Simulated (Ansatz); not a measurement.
**GeN− (quintet): from Hartree-Fock to the top rungs, aug-cc-pVTZ**

One table from this session's results is given with a row withheld; the runs are named, their logs left out.

Computed with Ansatz 0.2.0, Gaussian basis. Level: aug-cc-pVTZ, core rule «outside noble gas», up to 15 orbitals frozen.

The runs, in order: UHF; CCSD(T) on ROHF; CCSD(T) on UHF; BCCD(T) on ROHF; CCSDT(Q) on ROHF; CCSDT(Q) on UHF; CASSCF and MRCISD+Q, 10 electrons in 8 orbitals; CASSCF and NEVPT2, 10 electrons in 8 orbitals.

6 further runs of the same task are left out: 6 set aside as unsound or not needed.

### What is computed

The geometry is a PBE0/def2-TZVPD stationary point (not a proven minimum) of the parent state, kept for this charge and spin. No spin-orbit coupling is included. The filled d shell of Ge may be among the frozen orbitals whatever the setting's name suggests; the logs give the count.

2 atoms, charge -1, spin multiplicity 5.

Atoms are counted from 1 here; the program's logs count them from 0.

Bond lengths: Ge1–N2 1.821 Å.

The first run:

Contents of in.yaml:

```yaml
crystal:
  periodic: [false, false, false]
  atoms:
    - {symbol: Ge, position_ang: [0.000000, 0.000000, 0.000000]}
    - {symbol: N, position_ang: [0.000000, 0.000000, 1.821500]}
basis:
  gaussian: {orbitals: aug-cc-pVTZ}
total_charge: -1
magnetization: {spin_polarized: true, initial_magnetization: 4}
hamiltonian: {xc: hf}
output: {orbitals: {seedname: orbitals}}
```

Command:

```bash
$ ansatz run in.yaml --threads 1 --pin off --events-out ev --progress --plain --max-ram 4096MiB --backend cpu
```

Among the steps run: UHF; CCSD(T) on ROHF; CCSD(T) on UHF; BCCD(T) on ROHF; CCSDT(Q) on ROHF; CCSDT(Q) on UHF; CASSCF and MRCISD+Q, 10 electrons in 8 orbitals; CASSCF and NEVPT2, 10 electrons in 8 orbitals.

One of the session's tables, all rows but one given; the rest of the session is left out.

```
          method  from UCCSDT(Q) (meV)
            ROHF               +6958.3
             UHF               +6620.0
            RMP2               +1063.9
            UMP2               +1113.9
           RCCSD                +318.0
           UCCSD                +302.4
        RCCSD(T)                 +58.0
        UCCSD(T)                 +51.9
         BCCD(T)                 +58.7
          RCCSDT                 +20.5
          UCCSDT                 +11.6
       RCCSDT(Q)                  +9.2
       UCCSDT(Q)                     0
  CASSCF valence               +6411.1
  NEVPT2 valence                     ?
  MRCISD valence                +680.6
MRCISD+Q valence                +137.3
```

Q: Estimate the row for NEVPT2 valence from the others.

**Answer.** from UCCSDT(Q) (meV): +1301.2. In the column «from UCCSDT(Q) (meV)» it lies between UMP2 (+1113.9) and CASSCF valence (+6411.1).

Caveats from the session: Restricted and unrestricted rows rest on different reference determinants; where their highest levels disagree by more than a few hundredths of an eV, they describe different states and don't form one ladder.
